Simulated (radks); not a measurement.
# The series with 40 electrons, Zr to Pr¹⁹⁺

An exercise on one series of results from a longer session: the logs are not shown, and one member is left open.

Program: radks (a radial shooting solver on a logarithmic mesh, Libxc functionals) version 1. Level of theory: scalar-relativistic Kohn-Sham, PBE, spin-polarised, spherical densities, finite nucleus; open shells are filled with parallel spins first. These are calculated values, not measurements, unless marked.

## Starting point

```
electrons     : 40
ions          : Zr, Nb⁺, Mo²⁺, Tc³⁺, Ru⁴⁺, Rh⁵⁺, Pd⁶⁺, Ag⁷⁺, Cd⁸⁺, In⁹⁺, Sn¹⁰⁺, Sb¹¹⁺, Te¹²⁺, I¹³⁺, Xe¹⁴⁺, Cs¹⁵⁺, Ba¹⁶⁺, La¹⁷⁺, Ce¹⁸⁺, Pr¹⁹⁺
configuration : [Kr] 4d2 5s2
```

The outer shells:

[Kr] 4d2 5s2
```
[Kr] core
4d [↑ ][↑ ][  ][  ][  ]
5s [↑↓]
```

Set-up of the first run:

Settings of this run:

```text
Z 40
configuration [Kr] 4d2 5s2
relativity scalar-relativistic
functional pbe,pbe
spin polarised
nucleus finite rms 4.2694 fm
c 137.035999084
```

Steps of the session up to this table: Zr.

One table of the session follows, with a row left open; its other results are not shown here.

Sizes of the orbitals, from the radial functions (bohr):

```
  level    <r>  outermost maximum (interpolated)  90 % within  nodes
  4s up  1.216                              1.08         1.77      3
4s down  1.210                              1.08         1.77      3
  4p up  1.372                              1.18         2.04      2
4p down  1.366                              1.18         2.03      2
  5s up      ?                                 ?            ?      ?
  4d up  2.259                              1.60         3.72      1
5s down  3.828                              3.22         5.72      4
4d down  2.378                              1.60         4.02      1
```

Estimate the missing values for 5s up.

The run gave: <r>: 3.667; outermost maximum (interpolated): 3.11; 90 % within: 5.44; nodes: 4. In the column «<r>» it lies between 4d down (2.378) and 5s down (3.828).
